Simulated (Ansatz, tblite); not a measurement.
LaAl$_{3}$N$_{4}$: GFN1-xTB, run from Python

These are simulated results from tblite 0.8.0, not measurements. The cell was built from a prototype and was relaxed with r2SCAN in plane waves (Ansatz 0.2.0). It may be hypothetical. All runs are without spin polarisation.

The symmetry is I4/mmm (No. 139, tetragonal); conventional cell a = 4.720 Å, c = 8.383 Å, 11.67 Å³ an atom. La is surrounded by 6 N at 2.35–2.36 Å; N is surrounded by 5 Al at 1.84–2.37 Å and 1 La at 2.35 Å; Al is surrounded by 6 N at 2.10–2.37 Å; N is surrounded by 4 Al at 2.10–2.36 Å and 2 La at 2.36 Å; Al is surrounded by 6 N at 1.84–2.36 Å.

tblite solves periodic systems at the zone centre alone, so the script builds a cluster of 2×2×1 conventional cells (64 atoms), which folds in a coarse mesh of k points.

Input script:

```python
import json
from ase import Atoms
from ase.build import make_supercell
from ase.units import Bohr, GPa, Hartree
from tblite.interface import Calculator

atoms = Atoms(['La', 'N', 'Al', 'N', 'Al', 'N', 'Al', 'N'],
              cell=[[-2.35997801, 2.35997801, 4.19135419], [2.35997801, -2.35997801, 4.19135419], [2.35997801, 2.35997801, -4.19135419]],
              scaled_positions=[[0.0, 0.0, 0.0], [0.719177204, 0.719177204, 0.0], [0.25, 0.75, 0.5], [0.0, 0.5, 0.5], [0.5, 0.5, 0.0], [0.280822796, 0.280822796, 0.0], [0.75, 0.25, 0.5], [0.5, 0.0, 0.5]],
              pbc=True)
cluster = make_supercell(atoms, [[0, 2, 2], [2, 0, 2], [1, 1, 0]])
calc = Calculator('GFN1-xTB', cluster.numbers, cluster.positions / Bohr, lattice=cluster.cell[:] / Bohr, periodic=cluster.pbc)
calc.set('temperature', 0.02 / Hartree)
calc.set('max-iter', 150)
res = calc.singlepoint()
levels = res.get('orbital-energies') * Hartree
nv = round(res.get('orbital-occupations').sum() / 2)
cells = len(cluster) // len(atoms)
out = {'energy_per_cell': res.get('energy') * Hartree / cells, 'homo': levels[nv - 1], 'lumo': levels[nv],
       'stress': (-res.get('virial') * Hartree / cluster.get_volume() / GPa).tolist(), 'charges': res.get('charges')[:len(atoms)].tolist(), 'electrons': 2 * nv / cells}
json.dump(out, open('results.json', 'w'))
for key, value in out.items():
    print(key, value)
```

Command: `python run.py`. It took 8 s on 1 thread of Arm Neoverse V1 (shared host), peak memory 0.12 GiB.

Output:

```
------------------------------------------------------------
  cycle        total energy    energy error   density error
------------------------------------------------------------
      1     -113.9873609028  -1.1369173E+02   1.2975774E+00
      2      57.84396912350   1.7183133E+02   3.3059148E+00
      3     -124.0586077358  -1.8190258E+02   1.1124524E+00
      4     -130.0949023407  -6.0362946E+00   8.3692142E-01
      5     -134.5733741125  -4.4784718E+00   6.4137091E-01
      6     -136.6540234499  -2.0806493E+00   5.5099614E-01
      7     -137.5420346988  -8.8801125E-01   5.1635849E-01
      8     -252.9032810330  -1.1536125E+02   1.2874827E+00
      9     -139.2853540152   1.1361793E+02   3.6593699E-01
     10     -140.4675801484  -1.1822261E+00   2.6168553E-01
     11     -141.2857662843  -8.1818614E-01   1.9468053E-01
     12     -159.3971814512  -1.8111415E+01   6.0204072E-01
     13     -143.4076230508   1.5989558E+01   3.0830992E-01
     14     -141.8870368336   1.5205862E+00   8.5719763E-02
     15     -141.9140673075  -2.7030474E-02   8.0312831E-02
     16     -141.9373472353  -2.3279928E-02   6.6927845E-02
     17     -141.9059618472   3.1385388E-02   7.7592136E-02
     18     -141.9246008807  -1.8639033E-02   1.1534201E-01
     19     -141.9519126721  -2.7311791E-02   8.5220634E-02
     20     -141.9695319467  -1.7619275E-02   1.8757565E-01
     21     -141.9145061574   5.5025789E-02   1.5243739E-01
     22     -141.8798436480   3.4662509E-02   1.6608211E-01
     23     -141.8967069375  -1.6863289E-02   1.3418749E-01
     24     -141.9690573690  -7.2350431E-02   6.6199908E-02
     25     -141.9603881552   8.6692138E-03   8.1031215E-02
     26     -141.9901474473  -2.9759292E-02   5.1827450E-02
     27     -141.9956145714  -5.4671241E-03   4.3285392E-02
     28     -142.0004235700  -4.8089986E-03   3.9286746E-02
     29     -142.0025586060  -2.1350360E-03   3.8643517E-02
     30     -142.0029308301  -3.7222408E-04   3.9093860E-02
     31     -142.0044486701  -1.5178401E-03   3.7415617E-02
     32     -142.0052354867  -7.8681655E-04   3.6746424E-02
     33     -142.0069432876  -1.7078009E-03   3.5184505E-02
     34     -142.0110172982  -4.0740106E-03   2.9157802E-02
     35     -142.0115211840  -5.0388577E-04   2.7132033E-02
     36     -142.0118101798  -2.8899584E-04   2.6492785E-02
     37     -142.0136833046  -1.8731248E-03   2.3618933E-02
     38     -142.0146365938  -9.5328924E-04   2.2525503E-02
     39     -142.0155969406  -9.6034681E-04   2.0860371E-02
     40     -142.0170503463  -1.4534056E-03   1.7799646E-02
     41     -142.0173747744  -3.2442815E-04   1.7027959E-02
     42     -142.0180025111  -6.2773664E-04   1.5214385E-02
     43     -142.0184885922  -4.8608108E-04   1.4025572E-02
     44     -142.0194528495  -9.6425736E-04   1.1066859E-02
     45     -142.0199211852  -4.6833566E-04   9.0513430E-03
     46     -142.0199796166  -5.8431437E-05   8.7039350E-03
     47     -142.0202257574  -2.4614078E-04   7.2060978E-03
     48     -142.0203029180  -7.7160617E-05   6.7110422E-03
     49     -142.0203657072  -6.2789174E-05   6.3165353E-03
     50     -142.0204330603  -6.7353071E-05   5.8821943E-03
     51     -142.0205395949  -1.0653468E-04   5.1079876E-03
     52     -142.0206254110  -8.5816079E-05   4.3850673E-03
     53     -142.0207111701  -8.5759076E-05   3.5135171E-03
     54     -142.0207766995  -6.5529374E-05   2.6222400E-03
     55     -142.0208204634  -4.3763927E-05   1.7454456E-03
     56     -142.0208477996  -2.7336177E-05   8.7228133E-04
     57     -142.0208551997  -7.4001760E-06   3.8358394E-04
     58     -142.0208564640  -1.2642822E-06   1.8664752E-04
     59     -142.0208566977  -2.3365195E-07   1.1012547E-04
     60     -142.0208567354  -3.7766114E-08   9.1613256E-05
     61     -142.0208567489  -1.3499374E-08   8.6524888E-05
     62     -142.0208567675  -1.8572507E-08   7.6407860E-05
     63     -142.0208568005  -3.2981916E-08   5.4849125E-05
     64     -142.0208568245  -2.3969221E-08   3.1054094E-05
     65     -142.0208568321  -7.6360891E-09   1.8736233E-05
------------------------------------------------------------

 total:                                   7.322 sec
energy_per_cell -483.0730448461941
homo -14.915183233726
lumo -14.789316027888296
stress [[-30.330361445876484, -2.5981050683711575e-06, -6.187788204815793e-06], [-2.5981050657917414e-06, -30.330359643397095, -6.187974133979317e-06], [-6.187788205660218e-06, -6.187974133563932e-06, 11.405367238884097]]
charges [0.2383993627430403, -0.36657166643113204, 0.4486224297978628, -0.4178403163043054, 0.4331776914780497, -0.36657169249021515, 0.4486222658248139, -0.41783727640286017]
electrons 32.0
```

The cycle table is in hartree for the whole cluster, and the lines after it are in eV (the energy for one cell). The printed stress is in GPa and positive in compression, and the pressure is its mean diagonal.

GFN1-xTB gives a gap of 0.13 eV. On the same cell, plane-wave PBE (Ansatz, 8×8×8 k points and the special points) gives a gap of 0.19 eV and r2SCAN a gap of 0.69 eV; on shared hosts these took about 12 and 29 core-seconds on the 8-atom cell, against 8 for the script. Spin-orbit coupling, left out in all these runs, can cut or reorder the gap by tenths of an eV, up to about 1 eV with Pb or Bi. xTB was fitted to molecules, so gaps, charges and pressures of solids can be far off, and the gap also depends on the size of the cluster.

The same script was run on cells scaled at fixed shape and fractional coordinates:

| volume (Å³/atom) | energy (meV/atom) | pressure (GPa, positive in compression) | gap (eV) |
| --- | --- | --- | --- |
| 10.27 | -146.8 | -18.73 | 0.12 |
| 10.97 | -71.3 | -16.42 | 0.12 |
| 11.67 | 0.0 | -16.42 | 0.13 |
| 12.37 | 73.2 | -17.12 | 0.14 |
| 13.07 | 149.8 | -17.91 | 0.16 |

The minimum lies beyond the smallest of these volumes.

xTB was fitted mostly to molecules, and a small cluster samples few k points, so gaps, pressures and kinks along a curve can be far from a solid's.

The runs are scalar-relativistic, without spin-orbit coupling.
